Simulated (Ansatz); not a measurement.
# SiC (Moissanite 3C): the cost of one run

Program: Ansatz 0.2.0, driven from Python. Level of theory: DFT PBE, all-electron LAPW. These are calculated values, not measurements.

## Step 1: The system

The structure is cubic, space group F-43m (No. 216). Conventional cell: a = 4.358 Å, b = 4.358 Å, c = 4.358 Å, α = 90.00°, β = 90.00°, γ = 90.00°. Si (site symmetry -43m) is surrounded by 4 C at 1.89 Å. Around C (site symmetry -43m) lie 4 Si at 1.89 Å.

The script holds or builds the structure itself.

## Step 2: The script

Contents of eos_lapw_sic.py:

```python
import warnings

import ansatz
from ase.eos import EquationOfState
from ase.units import GPa
import numpy as np

VECTORS = np.array([
    [0.0, 2.179, 2.179],
    [2.179, 0.0, 2.179],
    [2.179, 2.179, 0.0],
])
SITES = [
    ("Si", (0.0, 0.0, 0.0)),
    ("C", (0.25, 0.25, 0.25)),
]


def make_crystal(cell):
    crystal = ansatz.Crystal(lattice=ansatz.Lattice.of(cell))
    for symbol, position in SITES:
        crystal = crystal.atom(symbol, position)
    return crystal

warnings.simplefilter("ignore", ansatz.DeckWarning)

volumes, energies = [], []
for scale in np.linspace(0.94, 1.06, 7):
    cell = VECTORS * scale ** (1 / 3)
    calculation = (
        make_crystal(cell).calculation()
        .functional("pbe")
        .occupations("fixed")
        .kpoints(7, 7, 7)
        .pseudopotentials("all_electron", lapw=True)
    )
    rep = calculation.run(threads=1, pin="off").report
    volumes.append(abs(np.linalg.det(cell)) / len(SITES))
    energies.append(rep["free_energy_ev"] / len(SITES))
    print(f"{scale:.3f} {volumes[-1]:9.4f} A^3/atom {energies[-1]:16.5f} eV/atom  (estimated basis error {1000 * rep['lapw_basis_errors']['total_ev_per_atom']:.2f} meV/atom)")
v0, e0, bulk = EquationOfState(volumes, energies, eos="birchmurnaghan").fit()
print(f"V0 = {v0:.4f} A^3/atom, B0 = {bulk / GPa:.1f} GPa")
```

## Step 3: The calls as engine input

The package turns the script's settings into the engine's input (first run):

```yaml
crystal:
  lattice:
    - [0.0, 2.1345181308912085, 2.1345181308912085]
    - [2.1345181308912085, 0.0, 2.1345181308912085]
    - [2.1345181308912085, 2.1345181308912085, 0.0]
  atoms:
    - { symbol: Si, position: [0.0, 0.0, 0.0] }
    - { symbol: C, position: [0.25, 0.25, 0.25] }
kpoints:
  mp_grid:
    grid: [7, 7, 7]
hamiltonian:
  xc: pbe
  pseudopotentials:
    kind: all_electron
    lapw: {}
scf:
  occupations:
    method: fixed
```

## Step 4: Launch

Run with:

```console
> python eos_lapw_sic.py
```

**Question.** How long does this script take on 1 thread of Arm Neoverse V2, shared host, and how much memory does it need?

About 26 s, with a peak of 0.32 GiB.
